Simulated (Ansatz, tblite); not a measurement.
**[CrO3Br]- (CrBrO₃−): one state, many levels**

Aim: run the singlet of [CrO3Br]- (CrBrO₃−) at one geometry on many levels, and compare frontier levels, spin and run time.

Computed with Ansatz 0.2.0, Gaussian basis. Level: as each input shows.

Levels to be run: GFN1-xTB, GFN2-xTB, PBE-D4/def2-TZVPD, r2SCAN-D4/def2-TZVPD, ωB97M-V/def2-TZVPD, B97M-V/def2-TZVPD, LC-ωPBE/def2-TZVPD, BLYP-D4/def2-TZVPD, PBE-QIDH/def2-TZVPD, BHLYP-D4/def2-TZVPD, r2SCANh-D4/def2-TZVPD, LC-ωPBE(0.10)/def2-TZVPD, LC-ωPBE(0.15)/def2-TZVPD, LC-ωPBE(0.20)/def2-TZVPD, LC-ωPBE(0.30)/def2-TZVPD, PBE-D4/def2-SVPD, PBE0-D4/def2-SVPD, HF/STO-3G, HF/6-31G, B3LYP-D4/6-31G, CCSD(T)/def2-SVPD, MP2/def2-TZVPD, RPA/def2-TZVPD.

## 1. The relaxed structure

The singlet was relaxed beforehand with PBE-D4/def2-SVPD.

5 atoms, charge -1, spin multiplicity 1.

Bond lengths: Cr1–O2 1.605 Å, Cr1–O3 1.605 Å, Cr1–O4 1.605 Å, Cr1–Br5 2.405 Å. Angles: O2–Cr1–O3 111.3°, O2–Cr1–O4 111.3°, O2–Cr1–Br5 107.5°, O3–Cr1–O4 111.3°, O3–Cr1–Br5 107.6°, O4–Cr1–Br5 107.5°.

Formally the metal is d0. No spin-orbit coupling is included. The ion is computed in the gas phase, without counter-ions or solvent.

PBE0-D4/def2-TZVPD was run before; its log isn't repeated, and its numbers join the tables.

## 2. GFN1-xTB

Tight binding, by tblite at 300 K electronic temperature and without a spin-polarisation term:

```python
tblite.interface.Calculator('GFN1-xTB', numbers, positions, charge=-1, uhf=0).singlepoint()
```

Energy -547.8415 eV, HOMO -8.22 eV, LUMO -5.44 eV; 0.007 s.

## 3. GFN2-xTB

Tight binding, by tblite at 300 K electronic temperature and without a spin-polarisation term:

```python
tblite.interface.Calculator('GFN2-xTB', numbers, positions, charge=-1, uhf=0).singlepoint()
```

Energy -507.5999 eV, HOMO -7.64 eV, LUMO -4.20 eV; 0.004 s.

## 4. PBE-D4/def2-TZVPD

start.molden holds the orbitals of an earlier run on this state, given as this run's starting guess.

Contents of in.yaml:

```yaml
crystal:
  periodic: [false, false, false]
  atoms:
    - {symbol: Cr, position_ang: [0.089997, 0.155532, 0.064540]}
    - {symbol: O, position_ang: [0.073308, 0.091181, 1.667954]}
    - {symbol: O, position_ang: [1.589631, 0.119668, -0.505639]}
    - {symbol: O, position_ang: [-0.709952, 1.437117, -0.476693]}
    - {symbol: Br, position_ang: [-1.042984, -1.803508, -0.750162]}
basis:
  gaussian: {orbitals: def2-TZVPD, initial_orbitals: start.molden}
total_charge: -1
hamiltonian: {xc: pbe, dispersion: d4}
scf: {omitted_lower_state_checks: [starts]}
output: {orbitals: {seedname: orbitals}}
```

The run is started by

```bash
ansatz run in.yaml --threads 4 --pin off --events-out ev --progress --plain --max-ram 3916MiB
```

The runs that follow: r2SCAN-D4/def2-TZVPD; ωB97M-V/def2-TZVPD; B97M-V/def2-TZVPD; LC-ωPBE/def2-TZVPD; BLYP-D4/def2-TZVPD; PBE-QIDH/def2-TZVPD; BHLYP-D4/def2-TZVPD; r2SCANh-D4/def2-TZVPD; LC-ωPBE(0.10)/def2-TZVPD; LC-ωPBE(0.15)/def2-TZVPD; LC-ωPBE(0.20)/def2-TZVPD; LC-ωPBE(0.30)/def2-TZVPD; PBE-D4/def2-SVPD; PBE0-D4/def2-SVPD; HF/STO-3G; HF/6-31G; B3LYP-D4/6-31G; CCSD(T)/def2-SVPD; MP2/def2-TZVPD; RPA/def2-TZVPD.

Before running them: what should the planned runs give, taken together? Wanted: gap in def2-TZVPD, named functionals, smallest and largest; gap over the ω; correlation energy, CCSD(T)/def2-SVPD; correlation energy, MP2/def2-TZVPD; PBE0 total energy, smallest basis above largest.

**Answer**, as computed:

```
                                                  quantity                                  value
gap in def2-TZVPD, named functionals, smallest and largest  2.93 eV (BLYP-D4), 10.23 eV (LC-ωPBE)
                                   gap over the ω (1/bohr)        5.84 eV at 0.1, 10.23 eV at 0.4
                     correlation energy, CCSD(T)/def2-SVPD                              -41.10 eV
                        correlation energy, MP2/def2-TZVPD                              -52.43 eV
           PBE0 total energy, smallest basis above largest       19.46 eV (def2-SVPD, def2-TZVPD)
```

Orbital gaps of the named functionals in def2-TZVPD span 2.93 eV (BLYP-D4) to 10.23 eV (LC-ωPBE); exact exchange widens it. Raising the ω (1/bohr) from 0.1 to 0.4 moves the HOMO by -2.83 eV and the LUMO by +1.56 eV. Notes on CCSD(T)/def2-SVPD and its Hartree-Fock reference, which MP2 shares: restricted state is unstable towards broken spin symmetry, state flagged by the program.
